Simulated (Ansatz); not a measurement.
# WSe2: a strain scan

Aim: for WSe2, strain the cell along the Voigt pattern (1, 1, 0, 0, 0, 0).

Program: Ansatz 0.2.0. Level of theory: DFT r2SCAN, scalar-relativistic, plane waves, PAW. These are calculated values, not measurements.

## (1) The system as given

The structure is hexagonal, space group P-6m2 (No. 187). Conventional cell: a = 3.318 Å, b = 3.318 Å, c = 16.658 Å, α = 90.00°, β = 90.00°, γ = 120.00°. Around W (site symmetry -6m2) lie 6 Se at 2.54 Å. Se (site symmetry 3m) is surrounded by 3 W at 2.54 Å.

As a file:

```cif
data_structure
_symmetry_space_group_name_H-M 'P 1'
_symmetry_Int_Tables_number 1
_cell_length_a 3.3179
_cell_length_b 3.3179
_cell_length_c 16.6581
_cell_angle_alpha 90.000
_cell_angle_beta 90.000
_cell_angle_gamma 120.000
_cell_volume 158.82
loop_
_atom_site_label
_atom_site_type_symbol
_atom_site_fract_x
_atom_site_fract_y
_atom_site_fract_z
_atom_site_occupancy
W1 W 0.00000 0.00000 0.00000 1
Se1 Se 0.33333 0.66667 0.09979 1
Se2 Se 0.33333 0.66667 0.90021 1
```

It goes back to an entry of the Materials Project, which need not be the stable form.

The cell is taken as given, not relaxed at this level.

## (2) Zero of energy

Reference values: F = -21355.3432 eV; pressure -0.16 GPa; largest force 0.047 eV/Å; gap on the mesh 1.64 eV. It was computed beforehand with the settings of the runs below.

## (3) Next: a strain scan

The cell is strained by ε times the Voigt pattern (1, 1, 0, 0, 0, 0) (xx, yy, zz, yz, xz, xy; engineering shear), with fractional coordinates fixed (clamped ions). The stress on the pattern is the sum of the stress components weighted by it, tension positive.

## (4) At ε = -0.0600

The input, input.yaml:

```yaml
crystal:
  lattice:
    - [3.1188613375, 0.0, 0.0]
    - [-1.5594306688, 2.7010131492, 0.0]
    - [0.0, 0.0, 16.65814242]
  atoms:
    - { symbol: W, position: [0.0, 0.0, 0.0] }
    - { symbol: Se, position: [0.3333333333, 0.6666666667, 0.09978652] }
    - { symbol: Se, position: [0.3333333333, 0.6666666667, 0.90021348] }
basis:
  ecutwfc: 500
kpoints:
  mp_grid: { grid: [12, 12, 2] }
hamiltonian:
  xc: r2scan
scf:
  occupations: { method: gaussian, width: 0.05 }
output:
  forces: true
  stress: true
  eigenvalues: true
```

The run is started by

```bash
$ ansatz run input.yaml --threads 1 --pin off --max-ram 2560MiB --backend cpu --events-out ev --progress --plain --runs-dir out
```

## (5) Point ε = 0.0450

Changes to input.yaml since step 4:

```diff
@@ -2,4 +2,4 @@
   lattice:
-    - [3.1188613375, 0.0, 0.0]
-    - [-1.5594306688, 2.7010131492, 0.0]
+    - [3.4672447848, 0.0, 0.0]
+    - [-1.7336223924, 3.0027220648, 0.0]
     - [0.0, 0.0, 16.65814242]
```

## (6) At ε = -0.0300

Changes to input.yaml since step 5:

```diff
@@ -2,4 +2,4 @@
   lattice:
-    - [3.4672447848, 0.0, 0.0]
-    - [-1.7336223924, 3.0027220648, 0.0]
+    - [3.2183994653, 0.0, 0.0]
+    - [-1.6091997327, 2.7872156965, 0.0]
     - [0.0, 0.0, 16.65814242]
```

## (7) At ε = 0.0150

Changes to input.yaml since step 6:

```diff
@@ -2,4 +2,4 @@
   lattice:
-    - [3.2183994653, 0.0, 0.0]
-    - [-1.6091997327, 2.7872156965, 0.0]
+    - [3.367706657, 0.0, 0.0]
+    - [-1.6838533285, 2.9165195174, 0.0]
     - [0.0, 0.0, 16.65814242]
@@ -21 +21,5 @@
   eigenvalues: true
+  write_density: true
+  write_potential: true
+  elf: true
+  volumetric_format: npy
```

## (8) Point ε = 0.0600

Changes to input.yaml since step 7:

```diff
@@ -2,4 +2,4 @@
   lattice:
-    - [3.367706657, 0.0, 0.0]
-    - [-1.6838533285, 2.9165195174, 0.0]
+    - [3.5170138487, 0.0, 0.0]
+    - [-1.7585069244, 3.0458233384, 0.0]
     - [0.0, 0.0, 16.65814242]
@@ -21,5 +21 @@
   eigenvalues: true
-  write_density: true
-  write_potential: true
-  elf: true
-  volumetric_format: npy
```

## (9) ε = -0.0450

Changes to input.yaml since step 8:

```diff
@@ -2,4 +2,4 @@
   lattice:
-    - [3.5170138487, 0.0, 0.0]
-    - [-1.7585069244, 3.0458233384, 0.0]
+    - [3.1686304014, 0.0, 0.0]
+    - [-1.5843152007, 2.7441144228, 0.0]
     - [0.0, 0.0, 16.65814242]
```

## (10) At ε = 0.0300

Changes to input.yaml since step 9:

```diff
@@ -2,4 +2,4 @@
   lattice:
-    - [3.1686304014, 0.0, 0.0]
-    - [-1.5843152007, 2.7441144228, 0.0]
+    - [3.4174757209, 0.0, 0.0]
+    - [-1.7087378605, 2.9596207911, 0.0]
     - [0.0, 0.0, 16.65814242]
@@ -21 +21,5 @@
   eigenvalues: true
+  write_density: true
+  write_potential: true
+  elf: true
+  volumetric_format: npy
```

## (11) Point ε = -0.0150

Changes to input.yaml since step 10:

```diff
@@ -2,4 +2,4 @@
   lattice:
-    - [3.4174757209, 0.0, 0.0]
-    - [-1.7087378605, 2.9596207911, 0.0]
+    - [3.2681685292, 0.0, 0.0]
+    - [-1.6340842646, 2.8303169701, 0.0]
     - [0.0, 0.0, 16.65814242]
@@ -21,5 +21 @@
   eigenvalues: true
-  write_density: true
-  write_potential: true
-  elf: true
-  volumetric_format: npy
```

## (12) At ε = 0.0525

Changes to input.yaml since step 11:

```diff
@@ -2,4 +2,4 @@
   lattice:
-    - [3.2681685292, 0.0, 0.0]
-    - [-1.6340842646, 2.8303169701, 0.0]
+    - [3.4921293167, 0.0, 0.0]
+    - [-1.7460646584, 3.0242727016, 0.0]
     - [0.0, 0.0, 16.65814242]
```

(Steps that only read results are left out.)

What does the calculation give? Wanted: slope of the stress at ε = 0, over ±0.0150.

**Answer**, as computed:

| quantity | value |
| --- | --- |
| slope of the stress at ε = 0, over ±0.0150 | 236 GPa |

What this shows: The slope of the stress at zero strain, 236 GPa, estimates C11 + C22 + 2 C12 with clamped ions in this Cartesian frame; letting the atoms relax could not make it stiffer. No sampled point lies below the undisturbed cell. Compression costs more than tension: 157.4 against 127.0 meV/atom at the ends. The gap on the mesh stays between 1.01 and 1.88 eV. These runs have no spin-orbit coupling; with W it would split and shift bands. The cell holds empty space of several Å, a single layer or slab in vacuum, so volume, pressure and the long edge depend on that space.
